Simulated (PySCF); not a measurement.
# B₂ClH₄N: electronic excitations at several levels of theory, part 2 of 2

PySCF 2.14.0. Atoms count from 0. The steps go on from the part before.

### Step 7. Excited states and response: PBE0/aug-cc-pVDZ

What the job is given:

```
{"job": {"kind": "uv", "xc": "PBE0", "basis": "aug-cc-pVDZ"}, "charge": 0, "multiplicity": 1}
B     -1.172227     0.678341    -0.000904
N      0.089822     0.089408    -0.267463
B      1.270038     0.300669     0.488167
Cl     2.760882    -0.511530     0.022139
H     -2.105277     0.419359    -0.722698
H     -1.282471     1.421947     0.942256
H      0.163171    -0.535586    -1.066259
H      1.274662     1.024673     1.446481
```

Level: TDDFT PBE0/aug-cc-pVDZ, vertical, gas phase, core orbitals frozen in the response.

The program printed:

```text
coarse grid: 7344 points
cycle   1  E = -566.8461353252  dE =  2.409e-01  |g| = 2.992e-01  |ddm| = 6.447e+00
cycle   2  E = -566.8421606702  dE =  3.975e-03  |g| = 3.473e-01  |ddm| = 1.300e+00
cycle   3  E = -566.8684125077  dE = -2.625e-02  |g| = 5.247e-02  |ddm| = 5.364e-01
cycle   4  E = -566.8690432655  dE = -6.308e-04  |g| = 1.603e-02  |ddm| = 1.127e-01
cycle   5  E = -566.8691050445  dE = -6.178e-05  |g| = 5.077e-03  |ddm| = 3.660e-02
cycle   6  E = -566.8691126010  dE = -7.556e-06  |g| = 8.202e-04  |ddm| = 1.065e-02
final grid: 66648 points
cycle   7  E = -566.8856699164  dE = -1.607e-05  |g| = 5.163e-03  |ddm| = 8.498e-02
cycle   8  E = -566.8856643226  dE =  5.594e-06  |g| = 7.369e-03  |ddm| = 1.917e-02
cycle   9  E = -566.8856762944  dE = -1.197e-05  |g| = 5.571e-04  |ddm| = 1.008e-02
cycle  10  E = -566.8856763827  dE = -8.834e-08  |g| = 8.939e-05  |ddm| = 1.649e-03
cycle  11  E = -566.8856763846  dE = -1.868e-09  |g| = 3.205e-05  |ddm| = 2.427e-04
cycle  12  E = -566.8856763848  dE = -2.711e-10  |g| = 1.080e-05  |ddm| = 7.962e-05
converged SCF energy = -566.8856763848

Static polarisability (au): isotropic 52.669, principal 37.677 48.402 71.926

Singlet excitations
state   eV       nm        f      main configurations
  1   6.0751    204.1   0.00198   H->L 0.91
  2   6.3330    195.8   0.00001   H-2->L 0.92
  3   6.7993    182.3   0.36165   H-1->L 0.96
  4   7.6034    163.1   0.00093   H-4->L 0.97
  5   7.7588    159.8   0.00010   H->L+1 0.91
  6   8.0162    154.7   0.04167   H->L+2 0.86
  7   8.0877    153.3   0.00015   H-2->L+1 0.79, H-1->L+2 0.14
  8   8.1122    152.8   0.06091   H-3->L 0.93
  9   8.1225    152.6   0.00012   H-1->L+2 0.82, H-2->L+1 0.13
 10   8.3264    148.9   0.00186   H-1->L+1 0.86

Triplet excitations (Tamm-Dancoff, eV): 5.6574 5.7794 5.8305 6.8493
```

Run time: 9.2 s. Hardware: 1 thread of Arm Neoverse V1, shared host; peak memory 0.58 GiB.

Key values: HOMO -9.00 eV, LUMO -1.47 eV; lowest singlet 6.08 eV.

### Step 8. Excited states and response: PBE0/aug-cc-pVTZ

Same as in step 7 but for these lines:

```diff
@@ -1,2 +1,2 @@
-{"job": {"kind": "uv", "xc": "PBE0", "basis": "aug-cc-pVDZ"}, "charge": 0, "multiplicity": 1}
+{"job": {"kind": "uv", "xc": "PBE0", "basis": "aug-cc-pVTZ"}, "charge": 0, "multiplicity": 1}
 B     -1.172227     0.678341    -0.000904
```

Level: TDDFT PBE0/aug-cc-pVTZ, vertical, gas phase, core orbitals frozen in the response.

The program printed:

```text
coarse grid: 7344 points
cycle   1  E = -566.8925521768  dE =  2.189e-01  |g| = 3.102e-01  |ddm| = 5.600e+00
cycle   2  E = -566.8886102345  dE =  3.942e-03  |g| = 3.646e-01  |ddm| = 1.040e+00
cycle   3  E = -566.9155485532  dE = -2.694e-02  |g| = 5.484e-02  |ddm| = 4.840e-01
cycle   4  E = -566.9161658388  dE = -6.173e-04  |g| = 2.138e-02  |ddm| = 9.744e-02
cycle   5  E = -566.9162626678  dE = -9.683e-05  |g| = 4.889e-03  |ddm| = 3.033e-02
cycle   6  E = -566.9162688018  dE = -6.134e-06  |g| = 1.364e-03  |ddm| = 9.030e-03
final grid: 66648 points
cycle   7  E = -566.9261265186  dE = -4.622e-05  |g| = 5.332e-03  |ddm| = 1.527e-01
cycle   8  E = -566.9261224354  dE =  4.083e-06  |g| = 6.977e-03  |ddm| = 1.704e-02
cycle   9  E = -566.9261322569  dE = -9.821e-06  |g| = 7.697e-04  |ddm| = 8.919e-03
cycle  10  E = -566.9261323864  dE = -1.295e-07  |g| = 1.803e-04  |ddm| = 1.312e-03
cycle  11  E = -566.9261323931  dE = -6.684e-09  |g| = 5.749e-05  |ddm| = 3.281e-04
cycle  12  E = -566.9261323940  dE = -9.198e-10  |g| = 1.381e-05  |ddm| = 1.143e-04
converged SCF energy = -566.9261323940

Static polarisability (au): isotropic 53.088, principal 38.360 48.861 72.044

Singlet excitations
state   eV       nm        f      main configurations
  1   6.0885    203.6   0.00196   H->L 0.91
  2   6.3503    195.2   0.00001   H-2->L 0.92
  3   6.8080    182.1   0.35564   H-1->L 0.96
  4   7.5976    163.2   0.00089   H-4->L 0.96
  5   7.7404    160.2   0.00006   H->L+1 0.90
  6   7.9881    155.2   0.04036   H->L+2 0.87
  7   8.0706    153.6   0.00029   H-2->L+1 0.82, H-1->L+2 0.10
  8   8.1043    153.0   0.05790   H-3->L 0.92
  9   8.1063    152.9   0.00036   H-1->L+2 0.84, H-2->L+1 0.10
 10   8.2967    149.4   0.00234   H-1->L+1 0.86

Triplet excitations (Tamm-Dancoff, eV): 5.6701 5.8014 5.8375 6.8408
```

Run time: 29 s. Hardware: 1 thread of Arm Neoverse V1, shared host; peak memory 0.88 GiB.

This run: HOMO -9.01 eV, LUMO -1.45 eV; lowest singlet 6.09 eV.

### Step 9. Ultraviolet spectrum: PBE0/def2-TZVPD

Same as in step 8 but for these lines:

```diff
@@ -1,2 +1,2 @@
-{"job": {"kind": "uv", "xc": "PBE0", "basis": "aug-cc-pVTZ"}, "charge": 0, "multiplicity": 1}
+{"job": {"kind": "uv", "xc": "PBE0", "basis": "def2-TZVPD"}, "charge": 0, "multiplicity": 1}
 B     -1.172227     0.678341    -0.000904
```

With the program's defaults for keys left out, this is: TDDFT PBE0/def2-TZVPD, vertical, gas phase, core orbitals frozen in the response.

The program printed:

```text
coarse grid: 7344 points
cycle   1  E = -566.9015283233  dE =  2.163e-01  |g| = 3.125e-01  |ddm| = 2.164e+00
cycle   2  E = -566.8972910914  dE =  4.237e-03  |g| = 3.666e-01  |ddm| = 6.905e-01
cycle   3  E = -566.9245315235  dE = -2.724e-02  |g| = 5.579e-02  |ddm| = 2.520e-01
cycle   4  E = -566.9251693568  dE = -6.378e-04  |g| = 2.315e-02  |ddm| = 6.687e-02
cycle   5  E = -566.9252775572  dE = -1.082e-04  |g| = 4.497e-03  |ddm| = 2.182e-02
cycle   6  E = -566.9252820467  dE = -4.490e-06  |g| = 1.802e-03  |ddm| = 5.132e-03
final grid: 66648 points
cycle   7  E = -566.9203375850  dE = -3.693e-05  |g| = 5.726e-03  |ddm| = 1.334e-01
cycle   8  E = -566.9203336231  dE =  3.962e-06  |g| = 7.088e-03  |ddm| = 1.037e-02
cycle   9  E = -566.9203436443  dE = -1.002e-05  |g| = 9.420e-04  |ddm| = 4.510e-03
cycle  10  E = -566.9203438194  dE = -1.751e-07  |g| = 2.033e-04  |ddm| = 9.849e-04
cycle  11  E = -566.9203438280  dE = -8.579e-09  |g| = 5.951e-05  |ddm| = 2.270e-04
cycle  12  E = -566.9203438290  dE = -1.020e-09  |g| = 1.281e-05  |ddm| = 6.331e-05
cycle  13  E = -566.9203438291  dE = -3.740e-11  |g| = 1.981e-06  |ddm| = 1.416e-05
converged SCF energy = -566.9203438291

Static polarisability (au): isotropic 53.041, principal 38.290 48.838 71.996

Singlet excitations
state   eV       nm        f      main configurations
  1   6.0747    204.1   0.00193   H->L 0.92
  2   6.3484    195.3   0.00001   H-2->L 0.93
  3   6.8054    182.2   0.35637   H-1->L 0.96
  4   7.5900    163.4   0.00080   H-4->L 0.97
  5   7.8033    158.9   0.00000   H->L+1 0.92
  6   8.0857    153.3   0.00413   H-3->L 0.56, H->L+2 0.36
  7   8.1192    152.7   0.00050   H-2->L+1 0.92
  8   8.1247    152.6   0.09778   H->L+2 0.53, H-3->L 0.38
  9   8.2298    150.7   0.00004   H-1->L+2 0.93
 10   8.3877    147.8   0.00260   H-1->L+1 0.88

Triplet excitations (Tamm-Dancoff, eV): 5.6738 5.7926 5.8219 6.8294
```

Run time: 16 s. Hardware: 1 thread of Arm Neoverse V1, shared host; peak memory 0.73 GiB.

In short: HOMO -9.00 eV, LUMO -1.45 eV; lowest singlet 6.07 eV.

### Step 10. Ultraviolet spectrum: PBE0/6-31+G*

Same as in step 9 but for these lines:

```diff
@@ -1,2 +1,2 @@
-{"job": {"kind": "uv", "xc": "PBE0", "basis": "def2-TZVPD"}, "charge": 0, "multiplicity": 1}
+{"job": {"kind": "uv", "xc": "PBE0", "basis": "6-31+G*"}, "charge": 0, "multiplicity": 1}
 B     -1.172227     0.678341    -0.000904
```

Method: TDDFT PBE0/6-31+G*, vertical, gas phase, core orbitals frozen in the response.

The program printed:

```text
coarse grid: 7344 points
cycle   1  E = -566.8562171095  dE =  2.329e-01  |g| = 2.997e-01  |ddm| = 2.478e+00
cycle   2  E = -566.8528084960  dE =  3.409e-03  |g| = 3.447e-01  |ddm| = 5.921e-01
cycle   3  E = -566.8791455167  dE = -2.634e-02  |g| = 5.236e-02  |ddm| = 2.857e-01
cycle   4  E = -566.8797786216  dE = -6.331e-04  |g| = 1.517e-02  |ddm| = 6.937e-02
cycle   5  E = -566.8798356459  dE = -5.702e-05  |g| = 5.021e-03  |ddm| = 2.357e-02
cycle   6  E = -566.8798430006  dE = -7.355e-06  |g| = 6.648e-04  |ddm| = 7.856e-03
final grid: 66648 points
cycle   7  E = -566.8495899162  dE = -1.118e-05  |g| = 5.288e-03  |ddm| = 1.896e-02
cycle   8  E = -566.8495840184  dE =  5.898e-06  |g| = 7.540e-03  |ddm| = 9.696e-03
cycle   9  E = -566.8495967115  dE = -1.269e-05  |g| = 5.378e-04  |ddm| = 5.461e-03
cycle  10  E = -566.8495967971  dE = -8.561e-08  |g| = 7.123e-05  |ddm| = 7.123e-04
cycle  11  E = -566.8495967983  dE = -1.202e-09  |g| = 2.257e-05  |ddm| = 9.586e-05
cycle  12  E = -566.8495967984  dE = -1.165e-10  |g| = 9.817e-06  |ddm| = 3.409e-05
converged SCF energy = -566.8495967984

Static polarisability (au): isotropic 46.207, principal 28.561 42.580 67.481

Singlet excitations
state   eV       nm        f      main configurations
  1   6.1638    201.1   0.00230   H->L 0.92
  2   6.4388    192.6   0.00007   H-2->L 0.93
  3   6.8707    180.5   0.37110   H-1->L 0.96
  4   7.6989    161.0   0.00104   H-4->L 0.96
  5   7.8522    157.9   0.00038   H->L+1 0.92
  6   8.1160    152.8   0.03509   H->L+2 0.85
  7   8.1750    151.7   0.07505   H-3->L 0.89
  8   8.1899    151.4   0.00015   H-1->L+2 0.85, H-2->L+1 0.12
  9   8.2251    150.7   0.00012   H-2->L+1 0.82, H-1->L+2 0.12
 10   8.4208    147.2   0.00722   H-1->L+1 0.89

Triplet excitations (Tamm-Dancoff, eV): 5.8162 5.8503 5.9391 6.9382
```

Wall time 5.3 s (1 thread of Arm Neoverse V1, shared host); peak memory 0.48 GiB.

This run: HOMO -9.02 eV, LUMO -1.41 eV; lowest singlet 6.16 eV.

### Step 11. Run by run: electronic excitations

Excitations and ground-state properties, with basis size and wall time:

| run | lowest singlet (eV) | brightest (eV) | f | gap (eV) | α (Å³) | μ (D) | functions | time |
| --- | --- | --- | --- | --- | --- | --- | --- | --- |
| wB97X-D/def2-SVPD | 6.48 | 7.13 | 0.404 | 11.38 | 7.66 | 1.07 | 119 | 44 s |
| LC-wPBE/def2-SVPD | 6.57 | 7.30 | 0.421 | 12.69 | 7.50 | 1.09 | 119 | 56 s |
| PBE0/6-31G* | 6.23 | 6.99 | 0.374 | 7.72 | 6.06 | 1.19 | 68 | 3.7 s |
| PBE0/def2-SVP | 6.10 | 6.94 | 0.362 | 7.55 | 6.19 | 1.07 | 80 | 4.3 s |
| PBE0/def2-TZVP | 6.09 | 6.84 | 0.354 | 7.57 | 7.25 | 1.02 | 154 | 11 s |
| PBE0/aug-cc-pVDZ | 6.08 | 6.80 | 0.362 | 7.54 | 7.80 | 1.02 | 132 | 9.2 s |
| PBE0/aug-cc-pVTZ | 6.09 | 6.81 | 0.356 | 7.56 | 7.87 | 1.01 | 280 | 29 s |
| PBE0/def2-TZVPD | 6.07 | 6.81 | 0.356 | 7.56 | 7.86 | 1.01 | 193 | 16 s |
| PBE0/6-31+G* | 6.16 | 6.87 | 0.371 | 7.61 | 6.85 | 1.13 | 84 | 5.3 s |

### Step 12. Results

The summary covers parts 1 to 2.

```
                                quantity                        value
      lowest singlet (wB97X-D/def2-SVPD)  6.48 eV (191 nm), f = 0.002
brightest single state of those computed  state 3, 7.13 eV, f = 0.404
                          lowest triplet                      6.03 eV
       vertical ionisation energy (ΔSCF)                     11.60 eV
             range of the lowest singlet              6.07 to 6.57 eV
```

**Reading.** Single values in the summary come from the first run of each kind that ended normally (wB97X-D/def2-SVPD), which need not be the best level. The first singlet state (HOMO→LUMO 0.64, HOMO−2→LUMO 0.23) lies at 6.48 eV and is weak; of the 10 states computed, the strongest absorption comes from state 3 at 7.13 eV. The lowest triplet lies 0.45 eV below the lowest singlet (triplets in Tamm-Dancoff, singlets in full TDDFT). ΔSCF puts the ionisation energy at 11.60 eV, 0.67 eV above −ε(HOMO). The lowest singlet runs from 6.07 eV (PBE0/def2-TZVPD) to 6.57 eV (LC-wPBE/def2-SVPD), while the orbital gap spans 7.54 to 12.69 eV. The lowest state need not be the same one in every run.
